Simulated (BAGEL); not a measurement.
**CH6OSSi (SMILES OC[SiH2]S): PBE0/def2-SVP (density fitting with qzvpp-jkfit)**

Aim: the energy change on altering one bond length of CH6OSSi at PBE0/def2-SVP (density fitting with qzvpp-jkfit), from 2 runs. 

The calculation is run with BAGEL 1.2.2.

## 1. The system as given

The species is CH6OSSi (10 atoms), meant as a singlet with charge 0. SMILES: `OC[SiH2]S`. The shape is that of a PBE0-D4/def2-TZVP optimisation. This is one conformer, not always the lowest.

Bond lengths: O1–C2 1.420 Å, C2–Si3 1.886 Å, Si3–S4 2.134 Å, O1–H5 0.960 Å, C2–H6 1.098 Å, C2–H7 1.100 Å, Si3–H8 1.486 Å, Si3–H9 1.486 Å, S4–H10 1.346 Å. Some angles: O1–C2–Si3 107.3°, C2–Si3–S4 109.7°, O1–C2–H6 111.9°, O1–C2–H7 111.8°, Si3–C2–H6 109.0°, Si3–C2–H7 109.2°, C2–O1–H5 109.0°, C2–Si3–H8 109.2°, C2–Si3–H9 110.1°, S4–Si3–H8 111.8°.

## 2. The energy at PBE0/def2-SVP (density fitting with qzvpp-jkfit)

Input file dft.json:

```json
{ "bagel" : [

{
  "title" : "molecule",
  "basis" : "svp",
  "df_basis" : "qzvpp-jkfit",
  "angstrom" : true,
  "geometry" : [
    { "atom" : "O", "xyz" : [   -0.745800,    0.787500,   -1.172200 ] },
    { "atom" : "C", "xyz" : [   -0.581100,    0.721600,    0.236300 ] },
    { "atom" : "Si", "xyz" : [    0.294800,   -0.903400,    0.621600 ] },
    { "atom" : "S", "xyz" : [    2.163700,   -0.972300,   -0.405600 ] },
    { "atom" : "H", "xyz" : [   -1.147600,    1.628600,   -1.401600 ] },
    { "atom" : "H", "xyz" : [    0.025700,    1.554000,    0.617100 ] },
    { "atom" : "H", "xyz" : [   -1.547200,    0.746100,    0.761500 ] },
    { "atom" : "H", "xyz" : [   -0.586600,   -2.037100,    0.241000 ] },
    { "atom" : "H", "xyz" : [    0.608400,   -0.982100,    2.071500 ] },
    { "atom" : "H", "xyz" : [    1.598700,   -0.594200,   -1.566800 ] }
  ]
},
{ "title" : "ks", "xc_func" : "pbe0" },
{ "title" : "print", "file" : "orbitals.molden", "orbitals" : true }

]}
```

Started as:

```bash
$ BAGEL_NUM_THREADS=1 BAGEL dft.json > dft.out
```

Output:

```text
* using 1 threads per process

  ===============================================================
  ===============================================================

  *** Geometry ***

  { "atom" : "O", "xyz" : [     -1.409358,      1.488159,     -2.215137 ] },
  { "atom" : "C", "xyz" : [     -1.098120,      1.363626,      0.446542 ] },
  { "atom" : "Si", "xyz" : [      0.557091,     -1.707179,      1.174654 ] },
  { "atom" : "S", "xyz" : [      4.088800,     -1.837381,     -0.766473 ] },
  { "atom" : "H", "xyz" : [     -2.168650,      3.077608,     -2.648640 ] },
  { "atom" : "H", "xyz" : [      0.048566,      2.936634,      1.166150 ] },
  { "atom" : "H", "xyz" : [     -2.923784,      1.409925,      1.439026 ] },
  { "atom" : "H", "xyz" : [     -1.108513,     -3.849561,      0.455424 ] },
  { "atom" : "H", "xyz" : [      1.149709,     -1.855900,      3.914568 ] },
  { "atom" : "H", "xyz" : [      3.021105,     -1.122875,     -2.960823 ] },

  Number of auxiliary basis functions:      516

  Since a DF basis is specified, we compute 2- and 3-index integrals:
    o Being stored without compression. Storage requirement is 0.036 GB

  Number of basis functions:       94
  Number of electrons      :       50

    * METHOD: MOLECULE                             0.28

  *** Kohn-Sham DFT ***

    * Removing 18910 points whose weight is below 1.00e-10
    * Grid points: 130150

  === Nuclear Repulsion ===
   219.1096734076

       - DIIS with orbital gradients will be used.

  === KS iteration (pbe0 / svp) ===
      0       -778.12031728          0.09831259           0.49
      1       -762.74087773          0.15857561           0.45
      2       -759.40357632          0.13467550           0.45
      3       -787.66890650          0.09464263           0.45
      4       -794.61032067          0.09926224           0.45
      5       -800.57568986          0.05256045           0.45
      6       -803.18145872          0.03011920           0.45
      7       -803.77430542          0.01542816           0.45
      8       -803.90938449          0.00701246           0.45
      9       -803.93589685          0.00232958           0.45
     10       -803.93904708          0.00044798           0.45
     11       -803.93917126          0.00010751           0.45
     12       -803.93917874          0.00001512           0.45
     13       -803.93917883          0.00000831           0.45
     14       -803.93917889          0.00000217           0.45
     15       -803.93917889          0.00000054           0.44
     16       -803.93917889          0.00000020           0.44
     17       -803.93917889          0.00000005           0.44
     18       -803.93917889          0.00000002           0.44
     19       -803.93917889          0.00000000           0.44
    * SCF iteration converged.

    * Permanent dipole moment:
           (    0.752624,    -0.814927,    -0.096341) a.u.

    * METHOD: KS                                   9.81

    * METHOD: PRINT                                0.02

  ===============================================================
```

Wall time 11 s (1 thread of Arm Neoverse V1, shared host); peak memory 0.57 GiB.

## 3. The distorted shape at the same level

Input file dft.json:

```json
{ "bagel" : [

{
  "title" : "molecule",
  "basis" : "svp",
  "df_basis" : "qzvpp-jkfit",
  "angstrom" : true,
  "geometry" : [
    { "atom" : "O", "xyz" : [      -0.795208,       0.807269,      -1.594735 ] },
    { "atom" : "C", "xyz" : [      -0.581100,       0.721600,       0.236300 ] },
    { "atom" : "Si", "xyz" : [       0.294800,      -0.903400,       0.621600 ] },
    { "atom" : "S", "xyz" : [       2.163700,      -0.972300,      -0.405600 ] },
    { "atom" : "H", "xyz" : [      -1.197008,       1.648369,      -1.824135 ] },
    { "atom" : "H", "xyz" : [       0.025700,       1.554000,       0.617100 ] },
    { "atom" : "H", "xyz" : [      -1.547200,       0.746100,       0.761500 ] },
    { "atom" : "H", "xyz" : [      -0.586600,      -2.037100,       0.241000 ] },
    { "atom" : "H", "xyz" : [       0.608400,      -0.982100,       2.071500 ] },
    { "atom" : "H", "xyz" : [       1.598700,      -0.594200,      -1.566800 ] }
  ]
},

{ "title" : "ks", "xc_func" : "pbe0", "charge" : 0 },

{ "title" : "print", "file" : "orbitals.molden", "orbitals" : true }

]}
```

Started as:

```bash
$ BAGEL_NUM_THREADS=1 BAGEL dft.json > dft.out
```

Output:

```text
* using 1 threads per process

  ===============================================================
  ===============================================================

  *** Geometry ***

  { "atom" : "O", "xyz" : [     -1.502725,      1.525517,     -3.013612 ] },
  { "atom" : "C", "xyz" : [     -1.098120,      1.363626,      0.446542 ] },
  { "atom" : "Si", "xyz" : [      0.557091,     -1.707179,      1.174654 ] },
  { "atom" : "S", "xyz" : [      4.088800,     -1.837381,     -0.766473 ] },
  { "atom" : "H", "xyz" : [     -2.262017,      3.114966,     -3.447116 ] },
  { "atom" : "H", "xyz" : [      0.048566,      2.936634,      1.166150 ] },
  { "atom" : "H", "xyz" : [     -2.923784,      1.409925,      1.439026 ] },
  { "atom" : "H", "xyz" : [     -1.108513,     -3.849561,      0.455424 ] },
  { "atom" : "H", "xyz" : [      1.149709,     -1.855900,      3.914568 ] },
  { "atom" : "H", "xyz" : [      3.021105,     -1.122875,     -2.960823 ] },

  Number of auxiliary basis functions:      516

  Since a DF basis is specified, we compute 2- and 3-index integrals:
    o Being stored without compression. Storage requirement is 0.036 GB

  Number of basis functions:       94
  Number of electrons      :       50

    * METHOD: MOLECULE                             0.28

  *** Kohn-Sham DFT ***

    * Removing 18143 points whose weight is below 1.00e-10
    * Grid points: 130917

  === Nuclear Repulsion ===
   210.2752503273

       - DIIS with orbital gradients will be used.

  === KS iteration (pbe0 / svp) ===
      0       -778.00465810          0.09372679           0.50
      1       -756.43581603          0.14993584           0.45
      2       -758.20955697          0.12592920           0.46
      3       -788.45603953          0.08952136           0.46
      4       -794.95140198          0.09932020           0.46
      5       -800.14253533          0.05409471           0.46
      6       -802.93310658          0.03402971           0.46
      7       -803.24677280          0.03199151           0.46
      8       -803.76974930          0.01354603           0.46
      9       -803.87260317          0.00343713           0.46
     10       -803.88018984          0.00070426           0.46
     11       -803.88054404          0.00014209           0.46
     12       -803.88055920          0.00002245           0.46
     13       -803.88055954          0.00000651           0.46
     14       -803.88055956          0.00000426           0.46
     15       -803.88055957          0.00000143           0.46
     16       -803.88055957          0.00000036           0.46
     17       -803.88055957          0.00000012           0.45
     18       -803.88055957          0.00000004           0.46
     19       -803.88055957          0.00000001           0.46
     20       -803.88055957          0.00000001           0.46
    * SCF iteration converged.

    * Permanent dipole moment:
           (    0.652410,    -0.718515,    -0.478462) a.u.

    * METHOD: KS                                  10.49

    * METHOD: PRINT                                0.02

  ===============================================================
```

Run time: 11 s. Hardware: 1 thread of Arm Neoverse V1, shared host; peak memory 0.57 GiB.

## 4. Summary of results

Level: PBE0/def2-SVP (density fitting with qzvpp-jkfit).

| quantity | value |
| --- | --- |
| first shape: total energy | -803.93918 Eh |
| first shape: dipole moment | 2.83 D |
| first shape: HOMO energy | -7.10 eV |
| first shape: LUMO energy | 0.84 eV |
| first shape: HOMO–LUMO gap | 7.94 eV |
| distorted shape: total energy | -803.88056 Eh |
| distorted shape: dipole moment | 2.75 D |
| distorted shape: HOMO energy | -7.20 eV |
| distorted shape: LUMO energy | -1.04 eV |
| distorted shape: HOMO–LUMO gap | 6.16 eV |
| energy change with the O1–C2 bond stretched from 1.420 to 1.846 Å | 1.595 eV |

What this shows: With the O1–C2 bond stretched from 1.420 to 1.846 Å the energy rises by 1.60 eV (154 kJ/mol). The first shape isn't relaxed at this level, so the change isn't measured from a minimum.
